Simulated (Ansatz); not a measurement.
# WS under changes of volume

One of the cells (20.440 Å³/atom); the others are scaled copies at fixed shape and fractional positions:

```xyz
2
Lattice="3.4448 0.0000 0.0000 0.0000 3.4448 0.0000 0.0000 0.0000 3.4448" Properties=species:S:1:pos:R:3 pbc="T T T"
W     1.7224    1.7224    1.7224
S     0.0000    0.0000    0.0000
```

The cell was built by a generator and needn't be a form met in nature.

```yaml
Program: Ansatz 0.2.0
Functional: PBE
Potentials_or_basis: all-electron LAPW, scalar-relativistic
Cutoff: 190 eV (chosen from the basis error)
Basis_error_allowed: 0.0005 eV/atom
k_mesh: 8 × 8 × 8
Occupations: fermi-dirac, width 0.05 eV
Spin: no spin polarisation
```

```csv
volume (Å³/atom),energy over the lowest point (meV/atom),pressure (GPa)
19.214,0.00,-35.3
19.622,90.77,-35.5
20.031,181.86,-35.6
20.440,272.93,-35.5
20.849,?,?
21.258,453.84,-35.1
21.666,543.28,-34.8
```

Problem. What does the run at 20.849 Å³/atom give?

Solution. Energy over the lowest point 363.67 meV/atom; pressure -35.4 GPa.

Worked out: A Birch-Murnaghan fit of order 3 (a polynomial in V^(-2/3)) to the other rows has no minimum within the range. It gives 363.61 meV/atom at 20.849 Å³/atom, against the run's 363.67, and -dE/dV = -35.5 GPa, against -35.4.

Energies are extrapolated to zero smearing.
